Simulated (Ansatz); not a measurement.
# CH8OSi2: the cost of one run

Program: Ansatz 0.2.0. Level of theory: RKS B3LYP-D4/6-31G. These are calculated values, not measurements.

## 1. The system as given

Bond lengths: Si1–O2 1.680 Å, O2–H3 1.010 Å, Si1–C4 1.870 Å, C4–H5 1.110 Å, C4–H6 1.110 Å, C4–H7 1.110 Å, Si1–H8 1.459 Å, Si1–Si9 2.218 Å, Si9–H10 1.460 Å, Si9–H11 1.460 Å, Si9–H12 1.460 Å. Angles (14 of 19 angles, heavy atoms first): O2–Si1–C4 109.4°, O2–Si1–Si9 109.5°, C4–Si1–Si9 109.5°, Si1–O2–H3 109.5°, O2–Si1–H8 109.5°, C4–Si1–H8 109.5°, H8–Si1–Si9 109.5°, Si1–C4–H5 109.5°, Si1–C4–H6 109.5°, Si1–C4–H7 109.5°, Si1–Si9–H10 109.5°, Si1–Si9–H11 109.5°, Si1–Si9–H12 109.5°, H5–C4–H6 109.4°.

Structure file:

```xyz
12

Si    0.0000    0.0000    0.0000
O     0.0000    0.0000    1.6800
H    -0.9095   -0.2814    2.0171
C     1.7634    0.0000   -0.6227
H     2.1111   -1.0463   -0.7509
H     1.8119    0.5276   -1.5981
H     2.4154    0.5187    0.1108
H    -0.6877    1.1914   -0.4862
Si   -1.0456   -1.8115   -0.7393
H    -1.7029   -2.4846    0.3772
H    -2.0454   -1.4265   -1.7311
H    -0.0777   -2.7173   -1.3511
```

## 2. Relaxing the start

File input.yaml:

```yaml
crystal:
  periodic: [false, false, false]
  atoms:
    - { symbol: Si, position_ang: [0.0, 0.0, 0.0] }
    - { symbol: O, position_ang: [0.0, 0.0, 1.68] }
    - { symbol: H, position_ang: [-0.9095, -0.2814, 2.0171] }
    - { symbol: C, position_ang: [1.7634, 0.0, -0.6227] }
    - { symbol: H, position_ang: [2.1111, -1.0463, -0.7509] }
    - { symbol: H, position_ang: [1.8119, 0.5276, -1.5981] }
    - { symbol: H, position_ang: [2.4154, 0.5187, 0.1108] }
    - { symbol: H, position_ang: [-0.6877, 1.1914, -0.4862] }
    - { symbol: Si, position_ang: [-1.0456, -1.8115, -0.7393] }
    - { symbol: H, position_ang: [-1.7029, -2.4846, 0.3772] }
    - { symbol: H, position_ang: [-2.0454, -1.4265, -1.7311] }
    - { symbol: H, position_ang: [-0.0777, -2.7173, -1.3511] }
basis:
  gaussian: { orbitals: "6-31G" }
hamiltonian:
  xc: b3lyp
  dispersion: d4
relax:
  f_tol: 0.02
  max_steps: 40
output:
  orbitals: {}
```

Command:

```
$ ansatz run input.yaml --threads 1 --pin off --max-ram 2048MiB --backend cpu --events-out ev --progress --plain --runs-dir out
```

What time and memory should one allow on 1 thread of Arm Neoverse V1, shared host?

About 59 s, with a peak of 0.14 GiB.
